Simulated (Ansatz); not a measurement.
# Magnesium, diamond under LDA: ground state and equation of state

What does LDA give for magnesium in the diamond structure? We relax it, solve it on a dense k-mesh, switch on spin-orbit coupling, then scale the cell to 7 volumes from 88 to 112 % of the relaxed one and try a fit of the equation of state. The k-meshes are 9×9×9 for the relaxation; 13×13×13 for the dense run; 8×8×8 for spin-orbit coupling; 9×9×9 for the volumes.

This is Mg in the diamond structure; at room conditions it is hcp.

Program: Ansatz 0.2.0. Level of theory: DFT LDA (PW92), plane waves (420 eV) with PAW, scalar-relativistic; PBE-made PAW files. These are calculated values, not measurements.

## 1. Starting point

The structure is cubic, space group Fd-3m (No. 227). Conventional cell: a = 6.308 Å, b = 6.308 Å, c = 6.308 Å, α = 90.00°, β = 90.00°, γ = 90.00°. Mg (site symmetry -43m) is surrounded by 4 Mg at 2.73 Å.

Coordinates:

```
Mg
1.0
     0.00000    3.15382    3.15382
     3.15382    0.00000    3.15382
     3.15382    3.15382    0.00000
Mg
2
Cartesian
  0.7885 0.7885 0.7885
  5.5192 5.5192 5.5192
```

## 2. Relaxing cell and atoms

File input.yaml:

```yaml
crystal:
  lattice:
    - [0.0, 3.1538244874, 3.1538244874]
    - [3.1538244874, 0.0, 3.1538244874]
    - [3.1538244874, 3.1538244874, 0.0]
  atoms:
    - { symbol: Mg, position: [0.125, 0.125, 0.125] }
    - { symbol: Mg, position: [0.875, 0.875, 0.875] }
hamiltonian:
  xc: lda
  pseudopotentials:
    kind: paw
    azcp:
      Mg: "pseudopotentials/Mg.paw.azcp"
basis:
  ecutwfc: 420
  fft_grid_basis: typed
kpoints:
  mp_grid: { grid: [9, 9, 9], shift: [0, 0, 0] }
magnetization:
  spin_polarized: false
scf:
  occupations: { method: fermi_dirac, width: 0.1 }
relax:
  max_steps: 60
  f_tol: 0.01
  cell: {}
```

Command:

```
$ ansatz run input.yaml --threads 2 --pin off --max-ram 5120MiB --backend cpu --events-out ev --progress --plain --runs-dir out
```

The runs that follow: Dense single point; With spin-orbit coupling; The cell scaled to 88 % of its volume; The cell scaled to 92 % of its volume; The cell scaled to 96 % of its volume; The cell scaled to 100 % of its volume; The cell scaled to 104 % of its volume; The cell scaled to 108 % of its volume; The cell scaled to 112 % of its volume.

**Question.** What will these runs give? Wanted: space group; conventional cell; volume; shortest distance; gap on the mesh; relative to hcp; V₀, B₀, B₀′.

As calculated:

| quantity | value |
| --- | --- |
| space group (spins left aside) | Fd-3m (No. 227) |
| conventional cell | a = 6.693 Å |
| volume | 37.477 Å³/atom |
| shortest distance | 2.898 Å |
| gap on the mesh | none (levels filled in part) |
| relative to hcp | +807 meV/atom |
| V₀, B₀, B₀′ | 37.447 Å³/atom, 12.9 GPa, 3.9 |

What this shows: The relaxation enlarged the cell by 19.5 % in volume. It lies 807 meV/atom above the element's reference form at the same level (hcp, from a run of its own), so it is far from stable. No gap shows: it is a metal or semimetal at this level. The total energy of the spin-orbit run (on a coarser mesh) lies -41 meV/atom from the scalar one; mesh and treatment of the core enter this figure, so it is no spin-orbit energy. B₀ comes out at 12.9 GPa, a soft solid. Relaxation kept the symmetry; phonons were not checked.
